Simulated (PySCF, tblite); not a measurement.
# C₂H₁₁FNSi₃ radical: geometry, infrared bands and EPR parameters

What infrared bands and EPR parameters should C₂H₁₁FNSi₃ radical (`C[SiH2][SiH][C@@H](F)[SiH2]N`) show?

Programs: tblite 0.8.0 and PySCF 2.14.0, with density-fitted response routines of our own. Each step states its level of theory. These are calculated values for one molecule in the gas phase, unless marked as measured. Atoms count from 0, in the outputs and in this text.

## (1) The molecule as given

18 atoms, charge 0, multiplicity 2; geometry from: force field or distance geometry start.

Bonds of the start (Å): C0–Si1 1.86, Si1–Si2 2.14, Si2–C3 1.82, C3–F4 1.40, C3–Si5 1.87, Si5–N6 1.77, C0–H7 1.12, C0–H8 1.11, C0–H9 1.09, Si1–H10 1.48, Si1–H11 1.49, Si2–H12 1.42, C3–H13 1.11, Si5–H14 1.47, Si5–H15 1.45, N6–H16 1.04, N6–H17 1.05.

## (2) Optimising the geometry with GFN2-xTB

The job: settings as JSON, then the geometry in Å.

```
{"job": {"kind": "relax", "xc": "GFN2-xTB", "basis": "xTB"}, "charge": 0, "multiplicity": 2}
C      3.040200     0.571900     0.082000
Si     2.028500    -0.989800     0.156900
Si     0.414900    -0.882100    -1.250200
C     -1.300800    -0.850400    -0.647700
F     -1.433200    -1.230700     0.695800
Si    -2.028800     0.854300    -0.894500
N     -3.308800     1.205300     0.284000
H      3.044800     1.139000     1.048900
H      2.532200     1.235800    -0.649800
H      4.055400     0.419400    -0.288000
H      2.954600    -2.098700    -0.168600
H      1.578500    -1.265800     1.553400
H      0.638900    -1.195300    -2.617400
H     -1.925900    -1.573000    -1.219700
H     -0.935900     1.835100    -0.806200
H     -2.581000     0.872700    -2.232600
H     -3.828800     0.326800     0.504100
H     -2.953600     1.631800     1.173100
```

Launch:

```
OMP_NUM_THREADS=1 python probes_run.py task.json out
```

One launch serves the whole session: the jobs run in the order shown.

**Question.** This job is followed by: GFN2-xTB harmonic vibrations, gas phase; UKS B3LYP, pcH-1 on C F H N Si, non-relativistic, mean-field spin-orbit, GIAO. What will the session give for the following? strongest single infrared mode (GFN2-xTB); zero-point energy (GFN2-xTB); g(iso) (B3LYP); ⟨S²⟩; largest a(iso) (averaged by class); surface potential, 1st and 99th percentile.

The runs gave:

| quantity | value |
| --- | --- |
| strongest single infrared mode (GFN2-xTB) | 2125 cm⁻¹, 486 km/mol |
| zero-point energy (GFN2-xTB) | 75.9 kcal/mol |
| g(iso) (B3LYP) | 2.00361 |
| ⟨S²⟩ | 0.753 (exact 0.75) |
| largest a(iso) (averaged by class) | 29Si on Si2, -323.9 MHz |
| surface potential, 1st and 99th percentile | -1.14 V and 1.61 V |

What this shows: The optimisation took 265 steps and gained 0.953 eV; among the close pairs (by a distance rule), Si1–Si2 changed most, from 2.144 to 2.287 Å. No mode is imaginary among the 48: a minimum at this level. The strongest single mode, at 2125 cm⁻¹, moves mainly H12 and H11. Unscaled tight-binding wavenumbers are off by several per cent, some by more. Its intensities can rank the bands wrongly. Si2 carries the largest spin population, 0.94 e. The isotropic g lies 1.3 ppt above the free-electron value.
